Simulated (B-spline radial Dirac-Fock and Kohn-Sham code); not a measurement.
# La³¹⁺: core levels and X-ray properties

Wanted for La³¹⁺: its X-ray form factor and Compton profile and the binding energy of each subshell.

Program: B-spline radial Dirac-Fock and Kohn-Sham code, version 2. Model: a free atom or ion on a radial basis; each step names its model. All values are calculated, but those marked as tabulated.

### 1 The atom as given

La³¹⁺, [Ar] 3d8.

- nuclear charge: 57
- electrons: 26
- mass number: 139
- nuclear rms radius: 4.855 fm

Outer shells as boxes (Hund's rule, for the drawing alone; heavy ions are jj-coupled, and the calculation averages over the configuration):

```
[Ar] core
3d [↑↓][↑↓][↑↓][↑ ][↑ ]
```

### 2 X-ray scattering functions

Model: Dirac-Fock average of configuration, finite nucleus; form factor of the spherical density, Waller-Hartree incoherent function, impulse-approximation Compton profiles.

Recorded inputs:

```ini
task = scatter
Z = 57
charge = 31
configuration = 1s2 2s2 2p6 3s2 3p6 3d8
mass_number = 139
rms_radius = 4.855  # fm
s = [0.0, 0.05, 0.1, 0.15, 0.2, 0.25, 0.3, 0.35, 0.4, 0.45, 0.5, 0.6, 0.7, 0.8, 0.9, 1.0, 1.1, 1.2, 1.4, 1.6, 1.8, 2.0, 2.5, 3.0, 3.5, 4.0, 5.0, 6.0]  # 1/A
pz = [0, 0.1, 0.2, 0.3, 0.4, 0.5, 0.6, 0.8, 1.0, 1.2, 1.4, 1.6, 1.8, 2.0, 2.5, 3.0, 4.0, 5.0, 7.0, 10.0, 15.0, 20.0, 30.0, 40.0, 60.0, 100.0]  # a.u.
photon_energy = [2000, 5000, 8047.8, 10000, 17479.3, 30000, 50000, 1000000]  # eV
```

Results of the run (chosen fields of its result record, rounded):

```text
{
  "status": "converged",
  "form_factor [e]": [26.0, 25.975, 25.901, 25.779, 25.609, 25.392, 25.131, 24.827, 24.482, 24.1, 23.683, 22.756, 21.726, 20.621, 19.467, 18.289, 17.112, 15.957, 13.78, 11.859, 10.24, 8.9282, 6.7712, 5.629, 4.9068, 4.3092, 3.2327, 2.3924],
  "incoherent": [-1.2115e-12, 0.021315, 0.085046, 0.19055, 0.33678, 0.52228, 0.74526, 1.0036, 1.2949, 1.6165, 1.9656, 2.7346, 3.5776, 4.4709, 5.3921, 6.3215, 7.2425, 8.1419, 9.8393, 11.369, 12.722, 13.909, 16.288, 18.071, 19.469, 20.593, 22.224, 23.252],
  "compton_total [1/a.u.]": [1.246, 1.2459, 1.2455, 1.2448, 1.2439, 1.2427, 1.2413, 1.2375, 1.2328, 1.227, 1.2201, 1.2122, 1.2033, 1.1934, 1.1643, 1.1294, 1.0442, 0.944, 0.72971, 0.46275, 0.22547, 0.12229, 0.044162, 0.019652, 0.0055585, 0.00083541],
  "shells": ["1s1/2", "2s1/2", "2p1/2", "2p3/2", "3s1/2", "3p1/2", "3p3/2", "3d3/2", "3d5/2"],
  "occupation": [2.0, 2.0, 2.0, 4.0, 2.0, 2.0, 4.0, 3.2, 4.8],
  "mean_momentum [a.u.]": [53.872, 19.218, 25.606, 23.967, 9.8835, 11.777, 11.323, 13.532, 13.357],
  "r2 [bohr^2]": 1.3421,
  "r_inverse [1/bohr]": 316.45,
  "r1 [bohr]": 4.9722,
  "coherent [b]": [445.29, 423.26, 386.31, 358.03, 248.2, 133.76, 66.49, 0.30109],
  "incoherent_cross_section [b]": [0.072612, 0.43272, 1.0421, 1.5183, 3.519, 6.184, 8.4433, 5.4238],
  "radial_jk": {
    "3d": {"j0": [1.0, 0.9987, 0.99481, 0.98837, 0.97942, 0.96803, 0.9543, 0.93834, 0.92025, 0.90019, 0.8783, 0.82967, 0.77573, 0.71789, 0.65757, 0.59613, 0.53484, 0.47479, 0.36202, 0.2632, 0.18094, 0.1156, 0.016225, -0.020998, -0.028029, -0.023913, -0.011659, -0.0045483], "j2": [0.0, 0.00051962, 0.0020725, 0.0046408, 0.0081952, 0.012695, 0.01809, 0.024319, 0.031314, 0.038999, 0.04729, 0.065342, 0.084737, 0.10473, 0.12459, 0.14365, 0.16135, 0.1772, 0.20205, 0.21671, 0.22131, 0.21714, 0.18124, 0.13225, 0.088387, 0.055659, 0.019577, 0.0059979], "j4": [0.0, 1.1094e-07, 1.77e-06, 8.9184e-06, 2.8002e-05, 6.7789e-05, 0.00013913, 0.00025464, 0.00042837, 0.00067542, 0.0010115, 0.0020143, 0.0035589, 0.0057515, 0.008671, 0.012362, 0.016828, 0.022033, 0.034338, 0.048343, 0.062845, 0.076632, 0.10209, 0.11048, 0.10461, 0.090805, 0.058868, 0.034595], "r2": 0.070572, "r4": 0.0085859, "r6": 0.0016093}
  }
}
```

Form factor and incoherent function, every second point:

```
s (1/Å)  f (e)  f / N     S(s)
      0  26.00  1.000        0
  0.100  25.90  0.996  0.08505
  0.200  25.61  0.985   0.3368
  0.300  25.13  0.967   0.7453
  0.400  24.48  0.942    1.295
  0.500  23.68  0.911    1.966
  0.700  21.73  0.836    3.578
  0.900  19.47  0.749    5.392
   1.10  17.11  0.658    7.243
   1.40  13.78  0.530    9.839
   1.80  10.24  0.394    12.72
   2.50  6.771  0.260    16.29
   3.50  4.907  0.189    19.47
   5.00  3.233  0.124    22.22
```

### 3 Binding energies

Model: Dirac-Fock average of configuration, Delta-SCF, finite nucleus, first-order Breit with its frequency dependence, self-energy and vacuum polarisation.

Recorded inputs:

```ini
task = binding
```

Results of the run (chosen fields of its result record, rounded):

```text
{
  "status": "converged",
  "shells": ["K", "L1", "L2", "L3", "M1", "M2", "M3", "M4,5"],
  "total_energy_parts [Ha]": [-7923.17414, 7.42000891, -0.75392195, -0.0846093615, 5.30640337, -0.751243357],
  "koopmans [eV]": [40400.6, 7547.85, 7179.1, 6761.53, 2494.9, 2340.33, 2250.9, 1990.48],
  "dirac_coulomb [eV]": [40355.9, 7531.77, 7159.91, 6743.67, 2492.56, 2337.59, 2248.45, 1987.09],
  "gaunt [eV]": [-106.403, -10.6974, -18.4979, -13.2687, -2.10052, -3.61808, -2.53063, -1.25615],
  "retardation [eV]": [7.80744, 0.780296, 2.04265, 2.04342, 0.172213, 0.425052, 0.426956, 0.184632],
  "breit_frequency [eV]": [1.03559, -0.0952643, -0.00218339, 0.455419, -0.0240402, -0.0178254, 0.0913705, -0.00510056],
  "self_energy [eV]": [-58.6055, -7.59827, 0.358084, -0.332187, -1.73549, 0.0427512, -0.096319, 0.0842085],
  "vacuum_polarisation [eV]": [8.6215, 1.03612, -0.0073451, -0.0472473, 0.228003, -0.000789999, -0.010822, -0.0105605],
  "binding [eV]": [40208.3, 7515.19, 7143.8, 6732.52, 2489.1, 2334.42, 2246.33, 1986.09],
  "mean_radius [bohr]": [0.02506, 0.106457, 0.0896182, 0.0956, 0.275453, 0.264606, 0.275007, 0.247237]
}
```

total_energy_parts: Dirac-Coulomb, Gaunt, retardation, frequency dependence, self-energy, vacuum polarisation. 

The binding energies by parts, in eV; the parts add up.

```
level       -ε  relaxation   Breit     QED  binding
   1s  40400.6      -44.76  -97.56  -49.98  40208.3
   2s   7547.8      -16.08  -10.01   -6.56   7515.2
2p1/2   7179.1      -19.20  -16.46    0.35   7143.8
2p3/2   6761.5      -17.86  -10.77   -0.38   6732.5
   3s   2494.9       -2.34   -1.95   -1.51   2489.1
3p1/2   2340.3       -2.74   -3.21    0.04   2334.4
3p3/2   2250.9       -2.45   -2.01   -0.11   2246.3
   3d   1990.5       -3.39   -1.08    0.07   1986.1
```

X-ray lines as differences of these levels:

```
       line  energy (eV)
 Kβ1 (K-M3)      37962.0
 Kβ3 (K-M2)      37873.9
 Kα1 (K-L3)      33475.8
 Kα2 (K-L2)      33064.5
Lβ3 (L1-M3)       5268.9
Lβ4 (L1-M2)       5180.8
 Lη (L2-M1)       4654.7
 Lℓ (L3-M1)       4243.4
```

### 4 What came out

| quantity | value |
| --- | --- |
| rms radius of the electron cloud | 0.227 bohr |
| form factor halves at | 1.5 1/Å |
| Compton profile at zero | 1.246 1/a.u. |
| deepest level listed, K (1s) | 40208.3 eV |
| least bound, M4,5 (3d) | 1986.1 eV |
| Kα1 | 33475.8 eV |
| ionisation energy, NIST (theoretical) | 1974.00 eV |

What this shows: f falls from 26 to half of that at s = 1.5 1/Å. Incoherent scattering outweighs coherent from 1000 keV on, among the energies asked. The K (1s) level lies 44.8 eV under Koopmans' value by relaxation alone; Breit gives -97.56 and QED -49.98 eV. NIST's ionisation energy differs by -12.09 eV from the least binding energy; the calculation averages open shells over their j components and terms. The Hartree-Fock and Dirac-Fock values hold no electron correlation.
